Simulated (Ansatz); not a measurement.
# C2H7NSi (SMILES C=NC[SiH3]) at B3LYP/6-31G(d) (Cartesian functions)

What is the energy change on altering one bond length of C2H7NSi at B3LYP/6-31G* (Cartesian functions)? 

Program for the calculation: Ansatz 0.2.0.

52 further runs of the same task are left out: 52 set aside as unsound or not needed.

### 1 Starting point

The species is C2H7NSi (11 atoms), meant as a singlet with charge 0. SMILES: `C=NC[SiH3]`. The coordinates come from a PBE0-D4/def2-TZVP relaxation. This is one conformer, not always the lowest.

Bond lengths: C1–N2 1.259 Å, N2–C3 1.436 Å, C3–Si4 1.892 Å, C1–H5 1.089 Å, C1–H6 1.099 Å, C3–H7 1.095 Å, C3–H8 1.102 Å, Si4–H9 1.487 Å, Si4–H10 1.484 Å, Si4–H11 1.488 Å. Some angles: C1–N2–C3 118.6°, N2–C3–Si4 109.5°, N2–C1–H5 119.2°, N2–C1–H6 123.3°, N2–C3–H7 109.0°, N2–C3–H8 113.6°, Si4–C3–H7 106.9°, Si4–C3–H8 109.5°, C3–Si4–H9 109.5°, C3–Si4–H10 110.5°.

### 2 A single-point energy at B3LYP/6-31G(d) (Cartesian functions)

The input, in.yaml:

```yaml
crystal:
  periodic: [false, false, false]
  atoms:
    - {symbol: C, position_ang: [-0.639400, 1.869300, 0.363900]}
    - {symbol: N, position_ang: [-0.998600, 0.713100, 0.018000]}
    - {symbol: C, position_ang: [-0.299000, -0.417000, 0.562600]}
    - {symbol: Si, position_ang: [0.706300, -1.257400, -0.802700]}
    - {symbol: H, position_ang: [-1.145900, 2.733500, -0.063200]}
    - {symbol: H, position_ang: [0.166900, 2.059000, 1.086600]}
    - {symbol: H, position_ang: [-1.029900, -1.151400, 0.917900]}
    - {symbol: H, position_ang: [0.365200, -0.161700, 1.404500]}
    - {symbol: H, position_ang: [1.729600, -0.311300, -1.319900]}
    - {symbol: H, position_ang: [-0.179800, -1.683000, -1.914500]}
    - {symbol: H, position_ang: [1.389900, -2.450100, -0.232400]}
basis:
  gaussian: {orbitals: "6-31G*"}
hamiltonian: {xc: {name: B3LYP}}
output: {orbitals: {seedname: orbitals}}
total_charge: 0
accuracy: high
```

The run is started by

```
ansatz run in.yaml --threads 1 --pin off --max-ram 2610MiB --events-out events.jsonl --progress --plain --runs-dir runs
```

The program printed:

```text
Warning: RAYON_NUM_THREADS=1 ignored (pool sized by the plan → 1); use --threads N
Functional definition: B3LYP
  name "B3LYP"
  parameter a0 = 0.2
  parameter ax = 0.72
  parameter ac = 0.81
  exchange = (1 - a0 - ax)*slater_x + ax*b88_x + a0*exact_x
  correlation = (1 - ac)*vwn_rpa_c + ac*lyp_c
1852 factors; integrals over basis functions are off by at most 3.9e-9 eV
mean field evaluation 1: about -11549.8013 eV, gradient 4.5e1 eV
mean field evaluation 2: about -11544.5476 eV, gradient 6.5e1 eV
mean field evaluation 4: about -11554.6782 eV, gradient 3.3e0 eV
mean field evaluation 8: about -11554.8680 eV, gradient 2.9e-1 eV
mean field evaluation 16: about -11554.8682 eV, gradient 1.4e-5 eV
mean field -11554.86818380 eV, -424.6335735836 hartree, gradient 1.6e-8 eV, S^2 0.000000; 0 other end points of the search recorded, 0 dependent functions left out
reference -11554.86822509 eV, -424.6335751010 hartree; 20, 20 occupied and 58, 58 virtual orbitals, 1852 factors
Total energy: -11554.86822509 eV, -424.6335751010 hartree
```

It took 8.1 s on 1 thread of Arm Neoverse V1, shared host; peak memory 0.24 GiB.

### 3 The distorted shape, same level

The input, in.yaml:

```yaml
basis:
  gaussian:
    orbitals: "6-31G*"
crystal:
  periodic: [false, false, false]
  atoms:
    - {symbol: C, position_ang: [-0.506460, 1.933152, 0.530701]}
    - {symbol: "N", position_ang: [-0.865660, 0.776952, 0.184801]}
    - {symbol: C, position_ang: [-0.166060, -0.353148, 0.729401]}
    - {symbol: Si, position_ang: [0.839240, -1.193548, -0.635899]}
    - {symbol: H, position_ang: [-1.012960, 2.797352, 0.103601]}
    - {symbol: H, position_ang: [0.299840, 2.122852, 1.253401]}
    - {symbol: H, position_ang: [-0.896960, -1.087548, 1.084701]}
    - {symbol: H, position_ang: [0.498140, -0.097848, 1.571301]}
    - {symbol: H, position_ang: [1.862540, -0.247448, -1.153099]}
    - {symbol: H, position_ang: [-0.179800, -1.683000, -1.914500]}
    - {symbol: H, position_ang: [1.522840, -2.386248, -0.065599]}
magnetization:
  spin_polarized: false
  initial_magnetization: 0
hamiltonian:
  xc: {name: B3LYP}
accuracy: high
output:
  orbitals: {seedname: orbitals}
```

The run is started by

```
ansatz run in.yaml --threads 1 --pin off --max-ram 2610MiB --events-out events.jsonl --progress --plain --runs-dir runs
```

The program printed:

```text
Warning: RAYON_NUM_THREADS=1 ignored (pool sized by the plan → 1); use --threads N
Functional definition: B3LYP
  name "B3LYP"
  parameter a0 = 0.2
  parameter ax = 0.72
  parameter ac = 0.81
  exchange = (1 - a0 - ax)*slater_x + ax*b88_x + a0*exact_x
  correlation = (1 - ac)*vwn_rpa_c + ac*lyp_c
1854 factors; integrals over basis functions are off by at most 3.9e-9 eV
mean field evaluation 1: about -11549.4933 eV, gradient 4.5e1 eV
mean field evaluation 2: about -11544.1620 eV, gradient 6.5e1 eV
mean field evaluation 4: about -11554.3552 eV, gradient 3.3e0 eV
mean field evaluation 8: about -11554.5374 eV, gradient 2.9e-1 eV
mean field evaluation 16: about -11554.5377 eV, gradient 2.0e-5 eV
mean field -11554.53765575 eV, -424.6214269019 hartree, gradient 1.5e-8 eV, S^2 0.000000; 0 other end points of the search recorded, 0 dependent functions left out
reference -11554.53769723 eV, -424.6214284262 hartree; 20, 20 occupied and 58, 58 virtual orbitals, 1854 factors
Total energy: -11554.53769723 eV, -424.6214284262 hartree
```

It took 8.1 s on 1 thread of Arm Neoverse V1, shared host; peak memory 0.24 GiB.

### 4 Outcome

At B3LYP/6-31G* (Cartesian functions):

| quantity | value |
| --- | --- |
| first shape: total energy | -424.63358 Eh |
| first shape: HOMO energy | -6.98 eV |
| first shape: LUMO energy | -0.23 eV |
| first shape: HOMO–LUMO gap | 6.75 eV |
| distorted shape: total energy | -424.62143 Eh |
| distorted shape: HOMO energy | -7.02 eV |
| distorted shape: LUMO energy | -0.27 eV |
| distorted shape: HOMO–LUMO gap | 6.74 eV |
| energy change with the Si4–H10 bond stretched from 1.484 to 1.707 Å | 0.331 eV |

**Reading.** With the Si4–H10 bond stretched from 1.484 to 1.707 Å the energy rises by 0.33 eV (31.9 kJ/mol). The first shape isn't relaxed at this level, so the change isn't measured from a minimum.
